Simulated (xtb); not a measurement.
**GeCNCl2OF (SMILES O=C=[N][Ge]([F])([Cl])[Cl]) at GFN2-xTB**

What is the vertical singlet–triplet gap of GeCNCl2OF at GFN2-xTB? 

The calculation is run with xtb 6.7.1.

20 further runs of the same task are left out: 20 set aside as unsound or not needed.

### Step 1. The molecule

GeCNCl2OF has 7 atoms, charge 0, and is taken as a singlet. As SMILES, `O=C=[N][Ge]([F])([Cl])[Cl]`. The coordinates come from a PBE0-D4/def2-TZVP relaxation. This is one conformer, not always the lowest.

Bond lengths: O1–C2 1.158 Å, C2–N3 1.207 Å, N3–Ge4 1.793 Å, Ge4–F5 1.706 Å, Ge4–Cl6 2.108 Å, Ge4–Cl7 2.108 Å. Angles: O1–C2–N3 175.8°, C2–N3–Ge4 136.7°, N3–Ge4–F5 105.7°, N3–Ge4–Cl6 111.8°, N3–Ge4–Cl7 111.8°, F5–Ge4–Cl6 108.1°, F5–Ge4–Cl7 108.1°, Cl6–Ge4–Cl7 111.2°.

### Step 2. Energy and gradient at GFN2-xTB

Contents of xcontrol:

```
$chrg 0
$spin 0
$end
```

Contents of geom.xyz:

```xyz
7

O     -2.26040     1.29730     1.38000
C     -1.59890     0.60870     0.72550
N     -0.98310    -0.15230     0.01880
Ge     0.73160    -0.41150    -0.43660
F      0.72710    -1.73250    -1.51670
Cl     1.91220    -0.93390     1.22970
Cl     1.53280     1.25620    -1.44650
```

The run is started by

```console
$ xtb geom.xyz --gfn 2 --grad -I xcontrol > run.log 2> xtb.err
```

The log of the run:

```text
* xtb version 6.7.1
[...]
          :  # basis functions                  46          :
[...]
          :  # electrons                        40          :
[...]
          :  Hamiltonian                  GFN2-xTB          :
[...]
          :  net charge                          0          :
          :  unpaired electrons                  0          :
[...]
   *** convergence criteria satisfied after 14 iterations ***
[...]
         ::                     SUMMARY                     ::
         :::::::::::::::::::::::::::::::::::::::::::::::::::::
         :: total energy             -25.056405546285 Eh    ::
         :: gradient norm              0.036132376557 Eh/a0 ::
         :: HOMO-LUMO gap              5.244523489853 eV    ::
         ::.................................................::
         :: SCC energy               -25.195873223415 Eh    ::
         :: -> isotropic ES            0.020838118923 Eh    ::
         :: -> anisotropic ES          0.003217710182 Eh    ::
         :: -> anisotropic XC          0.002695586288 Eh    ::
         :: -> dispersion             -0.006995040460 Eh    ::
         :: repulsion energy           0.139467677130 Eh    ::
         :: add. restraining           0.000000000000 Eh    ::
         :: total charge               0.000000000000 e     ::
         :::::::::::::::::::::::::::::::::::::::::::::::::::::
[...]
        20        2.0000           -0.4708426             -12.8123 (HOMO)
        21                         -0.2781099              -7.5678 (LUMO)
[...]
     #   Z          covCN         q      C6AA      α(0)
     1   8 O        0.856    -0.218    18.370     5.746
     2   6 C        1.828     0.338    23.657     7.858
     3   7 N        1.745    -0.212    26.393     7.604
     4  32 Ge       3.246     0.404   186.736    25.682
     5   9 F        0.717    -0.215    11.403     3.988
     6  17 Cl       0.817    -0.048   100.579    15.342
     7  17 Cl       0.817    -0.048   100.580    15.342
[...]
     #   Z sym  total        # sym  WBO       # sym  WBO       # sym  WBO
 ---------------------------------------------------------------------------
     1   8 O    2.393 --     2 C    1.968     3 N    0.347
     2   6 C    3.943 --     1 O    1.968     3 N    1.906
     3   7 N    3.414 --     2 C    1.906     4 Ge   0.937     1 O    0.347
     4  32 Ge   4.397 --     6 Cl   1.151     7 Cl   1.150     5 F    1.080
                             3 N    0.937
     5   9 F    1.294 --     4 Ge   1.080
     6  17 Cl   1.455 --     4 Ge   1.151     7 Cl   0.117
     7  17 Cl   1.455 --     4 Ge   1.150     6 Cl   0.117
 ---------------------------------------------------------------------------
[...]
molecular dipole:
                 x           y           z       tot (Debye)
 q only:        0.252       0.276       0.190
   full:        0.257       0.302       0.210       1.141
molecular quadrupole (traceless):
[...]
          | TOTAL ENERGY              -25.056405546285 Eh   |
          | GRADIENT NORM               0.036132376557 Eh/α |
          | HOMO-LUMO GAP               5.244523489853 eV   |
           -------------------------------------------------
[...]
```

Standard error:

```text
normal termination of xtb
```

Run time: 0.055 s. Hardware: 1 thread of Intel Xeon Platinum 8259CL at 2.50GHz (Skylake/Cascade Lake), shared host.

### Step 3. The triplet at the same level

Contents of start.xyz:

```xyz
7
CCl2FGeNO
O     -2.26040000     1.29730000     1.38000000
C     -1.59890000     0.60870000     0.72550000
N     -0.98310000    -0.15230000     0.01880000
Ge     0.73160000    -0.41150000    -0.43660000
F      0.72710000    -1.73250000    -1.51670000
Cl     1.91220000    -0.93390000     1.22970000
Cl     1.53280000     1.25620000    -1.44650000
```

The run is started by

```console
$ xtb start.xyz --grad --gfn2 --uhf 2 --json > start.out
```

The log of the run, cut to the lines that bear on the results:

```text
* xtb version 6.7.1
[...]
          :  # basis functions                  46          :
[...]
          :  # electrons                        40          :
[...]
          :  Hamiltonian                  GFN2-xTB          :
[...]
          :  net charge                          0          :
          :  unpaired electrons                  2          :
[...]
   *** convergence criteria satisfied after 26 iterations ***
[...]
         ::                     SUMMARY                     ::
         :::::::::::::::::::::::::::::::::::::::::::::::::::::
         :: total energy             -24.858286524269 Eh    ::
         :: gradient norm              0.126939508416 Eh/a0 ::
         :: HOMO-LUMO gap              1.356567953367 eV    ::
         ::.................................................::
         :: SCC energy               -24.997754201399 Eh    ::
         :: -> isotropic ES            0.014615446301 Eh    ::
         :: -> anisotropic ES          0.002339944049 Eh    ::
         :: -> anisotropic XC         -0.002384873921 Eh    ::
         :: -> dispersion             -0.007015811595 Eh    ::
         :: repulsion energy           0.139467677130 Eh    ::
         :: add. restraining           0.000000000000 Eh    ::
         :: total charge               0.000000000039 e     ::
         :::::::::::::::::::::::::::::::::::::::::::::::::::::
[...]
        21        1.0000           -0.2808130              -7.6413 (HOMO)
        22                         -0.2309601              -6.2847 (LUMO)
[...]
molecular dipole:
                 x           y           z       tot (Debye)
 q only:        0.587       0.411       0.254
   full:        0.247       0.232       0.155       0.947
molecular quadrupole (traceless):
[...]
          | TOTAL ENERGY              -24.858286524269 Eh   |
          | GRADIENT NORM               0.126939508416 Eh/α |
          | HOMO-LUMO GAP               1.356567953367 eV   |
           -------------------------------------------------
[...]
```

Standard error:

```text
normal termination of xtb
```

Run time: 0.068 s. Hardware: 1 thread of Intel Xeon Platinum 8259CL at 2.50GHz (Skylake/Cascade Lake), shared host.

### Step 4. What came out

At GFN2-xTB:

```
                                        quantity          value
                           singlet: total energy   -25.05641 Eh
                          singlet: dipole moment         1.14 D
                            singlet: HOMO energy      -12.81 eV
                            singlet: LUMO energy       -7.57 eV
                          singlet: HOMO–LUMO gap        5.24 eV
                      singlet: dispersion energy  -18.37 kJ/mol
               singlet: largest force on an atom     1.063 eV/Å
         singlet: mean polarisability (D4 model)     81.6 bohr³
                           triplet: total energy   -24.85829 Eh
                          triplet: dipole moment         0.95 D
            triplet: HOMO energy (partly filled)       -7.64 eV
                            triplet: LUMO energy       -6.28 eV
                      triplet: dispersion energy  -18.42 kJ/mol
               triplet: largest force on an atom     3.686 eV/Å
         triplet: mean polarisability (D4 model)     81.6 bohr³
vertical energy of the triplet above the singlet       5.391 eV
```

The method runs without spin polarisation, so open shells lack the exchange term that lowers high spin: such gaps come out too high and can have the wrong sign. The largest force (singlet) is 1.06 eV/Å: the shape isn't a stationary point for this species at this level. At this shape the triplet lies 5.39 eV (124 kcal/mol) above the singlet. Mulliken charges (triplet) run from -0.26 on F5 to +0.40 on Ge4.
